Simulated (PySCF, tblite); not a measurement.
# C4H9FGeO: geometry, infrared bands and NMR shifts

Wanted: the infrared bands and NMR shifts of C4H9FGeO (`[F][GeH2][CH2]OC1CC1`), by calculation.

The runs use tblite 0.8.0 and PySCF 2.14.0, with density-fitted response routines of our own; the level of theory stands in each step. All values are computed, except where a source is named. Atoms are numbered from 0 throughout.

### Step 1. The starting structure

16 atoms, charge 0, multiplicity 1; geometry from: force field or distance geometry start.

Bonds of the start (Å): F0–Ge1 1.74, Ge1–C2 1.93, C2–O3 1.38, O3–C4 1.38, C4–C5 1.51, C5–C6 1.51, C6–C4 1.50, Ge1–H7 1.57, Ge1–H8 1.57, C2–H9 1.12, C2–H10 1.11, C4–H11 1.10, C5–H12 1.13, C5–H13 1.10, C6–H14 1.12, C6–H15 1.11.

### Step 2. Relaxing the molecule with GFN2-xTB

The job: settings as JSON, then the geometry in Å.

```
{"job": {"kind": "relax", "xc": "GFN2-xTB", "basis": "xTB"}, "charge": 0, "multiplicity": 1}
F      1.600300     1.816700     0.994100
Ge     2.237400     0.316700     0.391000
C      1.259500    -0.321300    -1.141900
O      0.008200    -0.759000    -0.763200
C     -0.806200     0.152500    -0.132600
C     -2.306400     0.080500    -0.266300
C     -1.629000    -0.391400     1.001000
H      3.736600     0.479300    -0.053200
H      2.261700    -0.797700     1.492600
H      1.828400    -1.216200    -1.495400
H      1.252500     0.373900    -2.002400
H     -0.394500     1.167200    -0.013000
H     -2.858800     1.057800    -0.164400
H     -2.777900    -0.637000    -0.952800
H     -1.713400    -1.499100     1.147200
H     -1.706000     0.186200     1.947800
```

Started as:

```console
OMP_NUM_THREADS=1 python probes_run.py task.json out
```

This one command runs all jobs of the session in turn.

**Question.** This job is followed by: GFN2-xTB harmonic vibrations, gas phase; GIAO PBE0/pcSseg-1 NMR shielding, non-relativistic, gas phase. What will the session give for the following? strongest single infrared mode (GFN2-xTB); zero-point energy (GFN2-xTB); 13C shifts against TMS (PBE0/pcSseg-1, means over atoms taken as alike); 1H shifts against TMS (PBE0/pcSseg-1, means over atoms taken as alike); 19F shifts against CFCl3 (PBE0/pcSseg-1); 73Ge shifts against GeMe4 (PBE0/pcSseg-1); 17O shifts against H2O (PBE0/pcSseg-1); surface potential, 1st and 99th percentile.

As calculated:

```
                                                               quantity                             value
                              strongest single infrared mode (GFN2-xTB)             1947 cm⁻¹, 576 km/mol
                                           zero-point energy (GFN2-xTB)                     73.3 kcal/mol
13C shifts against TMS (PBE0/pcSseg-1, means over atoms taken as alike)               72.7, 59.7, 9.2 ppm
 1H shifts against TMS (PBE0/pcSseg-1, means over atoms taken as alike)  5.73, 4.33, 3.14, 0.75, 0.63 ppm
                               19F shifts against CFCl3 (PBE0/pcSseg-1)                        -250.6 ppm
                              73Ge shifts against GeMe4 (PBE0/pcSseg-1)                            38 ppm
                                 17O shifts against H2O (PBE0/pcSseg-1)                          46.0 ppm
                                  surface potential, 1st and 99th percentile                -1.50 V and 1.65 V
```

Over 137 steps the energy fell by 0.631 eV; of the close pairs, Ge1–C2 changed most, 1.927 to 2.015 Å. All 42 modes are real, so the xTB geometry is a minimum. The strongest single mode, at 1947 cm⁻¹, moves mainly H8 and H7. GFN2-xTB is a fitted tight-binding method: band positions and strengths are rough. Its intensities can rank the bands wrongly. C2 (sp3 CH2 bonded to Ge and O) lies farthest downfield among carbon, at 72.7 ppm; deshielded by the electronegative neighbour. At PBE0/pcSseg-1: Shielding is most anisotropic at Ge1 (span 384 ppm, paramagnetic term -1462 ppm). Spin-orbit coupling is left out, which matters for shieldings and couplings at and beside the heavy atoms.
